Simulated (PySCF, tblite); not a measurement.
# C5H10O2: magnetic properties

Wanted: magnetic properties for C5H10O2 (`CO[C@H]1C[C@@H](O)C1`).

Programs: tblite 0.8.0 and PySCF 2.14.0, with routines of our own; each step states its level. All values are computed. Atoms count from 0.

## 1. The system as given

17 atoms, charge 0, multiplicity 1; geometry from: force field or distance geometry start.

## 2. Geometry optimisation with GFN2-xTB, one coordinate held

The job: settings as JSON, then the geometry in Å.

```
{"job": {"kind": "relax", "xc": "GFN2-xTB", "basis": "xTB"}, "charge": 0, "multiplicity": 1}
C     -1.071700     1.962200     0.631700
O     -1.351600     0.863900    -0.228700
C     -0.281300    -0.119800    -0.324600
C      1.082200     0.452100    -0.771200
C      1.735100    -0.526700     0.251500
O      2.864700    -0.029600     0.974200
C      0.388100    -0.546000     0.988800
H     -0.887800     1.622400     1.657100
H     -0.212100     2.523300     0.265600
H     -1.958900     2.619700     0.639600
H     -0.602300    -0.969000    -0.952000
H      1.340500     0.267700    -1.808700
H      1.225500     1.507500    -0.523200
H      1.982900    -1.495800    -0.210800
H      2.595600     0.847500     1.326000
H      0.080500    -1.528400     1.381900
H      0.306100     0.186300     1.807300
```

Launch:

```console
$ OMP_NUM_THREADS=1 python excited_run.py task.json out
```

This one command runs all jobs of the session in turn.

Standard output:

```text
step      E/eV     max force
  0    -650.30777    1.959
  1    -650.43373    0.906
  2    -650.49173    0.743
  3    -650.52787    0.636
  4    -650.54273    0.510
  5    -650.55451    0.487
  6    -650.57206    0.466
  7    -650.58614    0.357
  8    -650.59503    0.280
  9    -650.60078    0.229
 10    -650.60563    0.277
 11    -650.61080    0.310
 12    -650.61612    0.308
 13    -650.62085    0.305
 14    -650.62468    0.291
 15    -650.62737    0.238
 16    -650.62885    0.184
 17    -650.62961    0.192
 18    -650.63016    0.196
 19    -650.63072    0.200
 20    -650.63118    0.201
 21    -650.63148    0.201
 22    -650.63168    0.199
 23    -650.63183    0.195
 24    -650.63196    0.190
 25    -650.63207    0.184
 26    -650.63220    0.178
 27    -650.63238    0.168
 28    -650.63265    0.155
 29    -650.63298    0.136
 30    -650.63329    0.116
 31    -650.63353    0.101
 32    -650.63371    0.092
 33    -650.63387    0.087
 34    -650.63405    0.083
 35    -650.63424    0.084
 36    -650.63441    0.070
 37    -650.63456    0.059
 38    -650.63471    0.059
 39    -650.63489    0.061
 40    -650.63514    0.064
 41    -650.63543    0.061
 42    -650.63567    0.051
 43    -650.63585    0.050
 44    -650.63601    0.065
 45    -650.63620    0.068
 46    -650.63639    0.055
 47    -650.63654    0.036
 48    -650.63667    0.028
 49    -650.63682    0.032
 50    -650.63701    0.036
 51    -650.63718    0.031
 52    -650.63726    0.023
 53    -650.63733    0.024
 54    -650.63738    0.016
 55    -650.63746    0.025
 56    -650.63749    0.028
 57    -650.63754    0.032
 58    -650.63756    0.032
 59    -650.63758    0.033
```

It took 0.54 s on 1 thread of Arm Neoverse V1, shared host; peak memory 0.18 GiB.

One coordinate is held by a constraint (a dihedral, as typed in the start), so the force along it need not vanish.

Along the way: (not every step is listed)

| step | energy from step 0 (eV) | largest force (eV/Å) |
| --- | --- | --- |
| 0 | 0.0000 | 1.9593 |
| 1 | -0.1260 | 0.9057 |
| 2 | -0.1840 | 0.7429 |
| 3 | -0.2201 | 0.6357 |
| 4 | -0.2350 | 0.5099 |
| 5 | -0.2467 | 0.4872 |
| 6 | -0.2643 | 0.4658 |
| 7 | -0.2784 | 0.3575 |
| 8 | -0.2873 | 0.2800 |
| 12 | -0.3084 | 0.3077 |
| 16 | -0.3211 | 0.1839 |
| 20 | -0.3234 | 0.2011 |
| 24 | -0.3242 | 0.1897 |
| 28 | -0.3249 | 0.1551 |
| 32 | -0.3259 | 0.0922 |
| 36 | -0.3266 | 0.0699 |
| 40 | -0.3274 | 0.0644 |
| 44 | -0.3282 | 0.0650 |
| 48 | -0.3289 | 0.0283 |
| 52 | -0.3295 | 0.0226 |
| 54 | -0.3296 | 0.0164 |
| 55 | -0.3297 | 0.0251 |
| 56 | -0.3297 | 0.0282 |
| 57 | -0.3298 | 0.0318 |
| 58 | -0.3298 | 0.0324 |
| 59 | -0.3298 | 0.0330 |

Close pairs (by a distance rule), those that changed most:

| bond | before (Å) | after (Å) | change (Å) |
| --- | --- | --- | --- |
| O1–C2 | 1.457 | 1.402 | -0.055 |
| C4–O5 | 1.430 | 1.395 | -0.035 |
| O5–H14 | 0.983 | 0.965 | -0.018 |
| C3–C4 | 1.559 | 1.543 | -0.016 |
| C0–O1 | 1.423 | 1.407 | -0.016 |
| C0–H9 | 1.104 | 1.089 | -0.016 |
| C6–H15 | 1.102 | 1.087 | -0.015 |
| C6–H16 | 1.101 | 1.088 | -0.013 |

The next job starts from the end point, and lists it.

## 3. Magnetic properties: GIAO PBE0/pcSseg-1

The job: settings as JSON, then the geometry in Å.

```
{"job": {"kind": "mag", "xc": "PBE0", "basis": "pcSseg-1", "isotopologues": 0}, "charge": 0, "multiplicity": 1}
C     -1.147015     1.985884     0.674484
O     -1.307975     0.899058    -0.204851
C     -0.268204    -0.038422    -0.282259
C      1.113801     0.384813    -0.829977
C      1.768823    -0.509876     0.242759
O      2.874708    -0.013678     0.933211
C      0.418697    -0.586714     0.986897
H     -1.216958     1.674829     1.722982
H     -0.201434     2.514656     0.515789
H     -1.968882     2.665363     0.455177
H     -0.694136    -0.846359    -0.881869
H      1.318448     0.147600    -1.869969
H      1.327804     1.438996    -0.660895
H      2.084239    -1.475850    -0.153679
H      2.651255     0.848498     1.303680
H      0.093964    -1.564309     1.332804
H      0.388430     0.112949     1.820176
```

With the program's defaults for keys left out, this is: GIAO PBE0/pcSseg-1 magnetisability, rotational g tensor and spin-rotation constants, non-relativistic, gas phase.

Standard output:

```text
coarse grid: 13808 points
cycle   1  E = -346.3330946853  dE =  9.698e-01  |g| = 7.794e-01  |ddm| = 3.581e+00
cycle   2  E = -346.2466153474  dE =  8.648e-02  |g| = 1.066e+00  |ddm| = 1.417e+00
cycle   3  E = -346.4442974346  dE = -1.977e-01  |g| = 1.095e-01  |ddm| = 8.800e-01
cycle   4  E = -346.4464758988  dE = -2.178e-03  |g| = 3.999e-02  |ddm| = 1.040e-01
cycle   5  E = -346.4468314656  dE = -3.556e-04  |g| = 7.241e-03  |ddm| = 3.632e-02
cycle   6  E = -346.4468398582  dE = -8.393e-06  |g| = 2.942e-03  |ddm| = 8.462e-03
final grid: 132176 points
cycle   7  E = -346.5112505184  dE = -3.848e-05  |g| = 1.426e-02  |ddm| = 3.908e-02
cycle   8  E = -346.5112020146  dE =  4.850e-05  |g| = 2.181e-02  |ddm| = 2.253e-02
cycle   9  E = -346.5112879571  dE = -8.594e-05  |g| = 1.147e-03  |ddm| = 1.434e-02
cycle  10  E = -346.5112882475  dE = -2.903e-07  |g| = 2.272e-04  |ddm| = 1.219e-03
cycle  11  E = -346.5112882585  dE = -1.103e-08  |g| = 3.880e-05  |ddm| = 2.301e-04
cycle  12  E = -346.5112882588  dE = -2.805e-10  |g| = 1.499e-05  |ddm| = 4.780e-05
converged SCF energy = -346.5112882588

Magnetisability tensor (1e-30 J/T^2)
    -1163.12        4.66      -27.23
        4.66    -1076.77        3.95
      -27.23        3.95    -1113.21
isotropic -1117.70   principal values   -1175.44  -1101.35  -1076.30
isotropic susceptibility -67.309 1e-6 cm^3/mol

Inertial axes            a          b          c
rot. const./GHz      5.2800     1.6604     1.5920
chi total           -69.727    -66.397    -65.805
chi diamagnetic    -339.131   -812.012   -842.604
chi paramagnetic    269.405    745.615    776.800
quadrupole/D A      -11.789      9.676      2.112
g nuclear            0.6610     0.5669     0.5697
g electronic        -0.6683    -0.5816    -0.5810
g total             -0.0073    -0.0147    -0.0112

Spin-rotation constants (kHz, H = +C I.J)
atom  isotope        aa         bb         cc
  7     1H       -0.487     -0.128      0.012
  8     1H       -0.237     -0.149     -0.049
  9     1H        0.248     -0.187     -0.145
 10     1H       -0.562      0.086     -0.143
 11     1H       -0.574     -0.015     -0.091
 12     1H       -0.599     -0.034     -0.085
 13     1H       -0.212     -0.026     -0.155
 14     1H       -0.552     -0.037     -0.208
 15     1H       -0.578     -0.142      0.030
 16     1H       -0.596      0.068     -0.185
  0    13C*       1.166      0.225      0.326
  1    17O*      -0.263     -0.169     -0.095
  2    13C*       1.061      0.354      0.361
  3    13C*       0.741      0.334      0.287
  4    13C*       1.300      0.266      0.339
  5    17O*      -0.600     -0.188     -0.203
* in the singly substituted isotopologue
```

Run time: 24 s. Hardware: 1 thread of Arm Neoverse V1, shared host; peak memory 0.79 GiB.

In short:

| quantity | value |
| --- | --- |
| magnetisability | -1118·10⁻³⁰ J/T² |
| molar susceptibility | -67.3·10⁻⁶ cm³/mol |
| rotational g (a, b, c) | -0.0073, -0.0147, -0.0112 |

## 4. Summary of results

```
                                           quantity                      value
       magnetisability (step 3, GIAO PBE0/pcSseg-1)           -1118·10⁻³⁰ J/T²
  molar susceptibility (step 3, GIAO PBE0/pcSseg-1)         -67.3·10⁻⁶ cm³/mol
rotational g (a, b, c) (step 3, GIAO PBE0/pcSseg-1)  -0.0073, -0.0147, -0.0112
```

The values above hold for this geometry and these levels alone. Vibrational averaging and real surroundings are missing from these values.
